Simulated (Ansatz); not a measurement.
# MgB2: the cost of one run

Method: DFT PBE, scalar-relativistic, plane waves, PAW, in Ansatz 0.2.0.

1 further run of the same task is left out (set aside as unsound or not needed).

### Step 1. Starting point

The structure is hexagonal, space group P6/mmm (No. 191). The conventional cell has a = 3.081 Å, b = 3.081 Å, c = 3.507 Å, α = 90.00°, β = 90.00°, γ = 120.00°. Mg (site symmetry 6/mmm) has 12 B at 2.50 Å as nearest neighbours. B (site symmetry -6m2) has 3 B at 1.78 Å and 6 Mg at 2.50 Å as nearest neighbours.

Structure file:

```cif
data_structure
_symmetry_space_group_name_H-M 'P 1'
_symmetry_Int_Tables_number 1
_cell_length_a 3.0811
_cell_length_b 3.0811
_cell_length_c 3.5070
_cell_angle_alpha 90.000
_cell_angle_beta 90.000
_cell_angle_gamma 120.000
_cell_volume 28.83
loop_
_atom_site_label
_atom_site_type_symbol
_atom_site_fract_x
_atom_site_fract_y
_atom_site_fract_z
_atom_site_occupancy
Mg1 Mg 0.00000 0.00000 0.00000 1
B1 B 0.33333 0.66667 0.50000 1
B2 B 0.66667 0.33333 0.50000 1
```

This cell was relaxed beforehand with the same method: volume 9.61 Å³/atom, gap on the mesh none (metal).

### Step 2. Strained cells: the elastic tensor

The input, input.yaml:

```yaml
crystal:
  lattice:
    - [3.0811114768, 0.0, 0.0]
    - [-1.5405557384, 2.6683208108, 0.0]
    - [0.0, 0.0, 3.5069859978]
  atoms:
    - { symbol: Mg, position: [0.0, 0.0, 0.0] }
    - { symbol: B, position: [0.3333333333, 0.6666666667, 0.5] }
    - { symbol: B, position: [0.6666666667, 0.3333333333, 0.5] }
basis:
  ecutwfc: 420
kpoints:
  mp_grid: { grid: [6, 6, 6] }
hamiltonian:
  xc: pbe
scf:
  occupations: { method: fermi_dirac, width: 0.15 }
output:
  forces: true
  stress: true
  eigenvalues: true
elastic:
  mode: relaxed_ion
  amplitude: 0.005
  stencil: two_point
```

Run with:

```console
> ansatz run input.yaml --threads 1 --pin off --max-ram 2560MiB --backend cpu --events-out ev --progress --plain --runs-dir out
```

**Question.** How long does this run take on 1 thread of Intel Xeon 6975P-C (Granite Rapids), shared host, and how much memory does it need?

About 12 s, with a peak of 0.37 GiB.
